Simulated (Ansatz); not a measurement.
# CH₄ClFOSeTi: a ladder of functionals and wavefunction methods

One table from this session's results is given with a row withheld; the runs are named, their logs left out.

Method: functionals in def2-TZVPP, the program's frozen cores in correlated methods; program: Ansatz 0.2.0, Gaussian basis.

The runs, in order: PBE-D4, r2SCAN-D4, PBE0-D4, B3LYP-D4, ωB97X-V, ωB97M-V, B2PLYP; CCSD(T)/def2-TZVPP; MP2/def2-QZVPP; extrapolation to the limit.

## The geometry

All runs share one geometry, relaxed beforehand with PBE0-D4 in a triple-zeta def2 set.

10 atoms, charge 0, spin multiplicity 1.

Atoms are counted from 1 here; the program's logs count them from 0.

Bond lengths: C1–Se2 1.965 Å, C1–H7 1.088 Å, C1–H8 1.088 Å, C1–H9 1.089 Å, Se2–Ti3 2.389 Å, Ti3–O4 1.755 Å, Ti3–F5 1.755 Å, Ti3–Cl6 2.204 Å, O4–H10 0.957 Å. Angles: Se2–C1–H7 109.5°, Se2–C1–H8 106.6°, Se2–C1–H9 110.4°, H7–C1–H8 110.1°, H7–C1–H9 110.7°, H8–C1–H9 109.4°, C1–Se2–Ti3 94.1°, Se2–Ti3–O4 104.8°, Se2–Ti3–F5 107.2°, Se2–Ti3–Cl6 108.4°, O4–Ti3–F5 114.2°, O4–Ti3–Cl6 112.9°, F5–Ti3–Cl6 108.9°, Ti3–O4–H10 147.0°.

Set-up of the first run:

The input, in.yaml:

```yaml
crystal:
  periodic: [false, false, false]
  atoms:
    - {symbol: C, position_ang: [0.634063, -1.852984, 0.347988]}
    - {symbol: Se, position_ang: [0.442317, -0.744211, -1.262906]}
    - {symbol: Ti, position_ang: [-0.365689, 1.159880, -0.066663]}
    - {symbol: O, position_ang: [-0.757195, 2.336249, -1.308773]}
    - {symbol: F, position_ang: [-1.742957, 0.630610, 0.883031]}
    - {symbol: Cl, position_ang: [1.220647, 1.848661, 1.300033]}
    - {symbol: H, position_ang: [1.500821, -1.521262, 0.915274]}
    - {symbol: H, position_ang: [0.779150, -2.876002, 0.005911]}
    - {symbol: H, position_ang: [-0.267081, -1.798579, 0.956272]}
    - {symbol: H, position_ang: [-1.444077, 2.817647, -1.770157]}
basis:
  gaussian: {orbitals: def2-TZVPP}
hamiltonian: {xc: pbe, dispersion: d4}
output: {forces: true, orbitals: {seedname: orbitals}}
```

Command:

```console
$ ansatz run in.yaml --threads 2 --pin off --events-out ev --progress --plain --max-ram 31744MiB --backend cuda --devices 0, --max-vram 18GiB
```

Steps of the session up to this table: PBE-D4 (GGA); r2SCAN-D4 (meta-GGA); PBE0-D4 (hybrid); B3LYP-D4 (hybrid); ωB97X-V (range-separated); ωB97M-V (range-separated); B2PLYP (double hybrid).

One of the session's tables, all rows but one given; the rest of the session is left out.

It belongs to the step «Frontier levels by functional». 

```
functional  HOMO (eV)  LUMO (eV)  gap (eV)
    PBE-D4      -5.96      -3.42      2.54
 r2SCAN-D4      -6.22      -3.38      2.83
   PBE0-D4      -7.06      -2.56      4.50
  B3LYP-D4      -6.85      -2.79      4.06
   ωB97X-V          ?          ?         ?
   ωB97M-V      -9.13      -0.46      8.67
```

Estimate the missing values for ωB97X-V.

The run gave: HOMO (eV): -9.25; LUMO (eV): -0.47; gap (eV): 8.78. In the column «HOMO (eV)» it is the lowest.
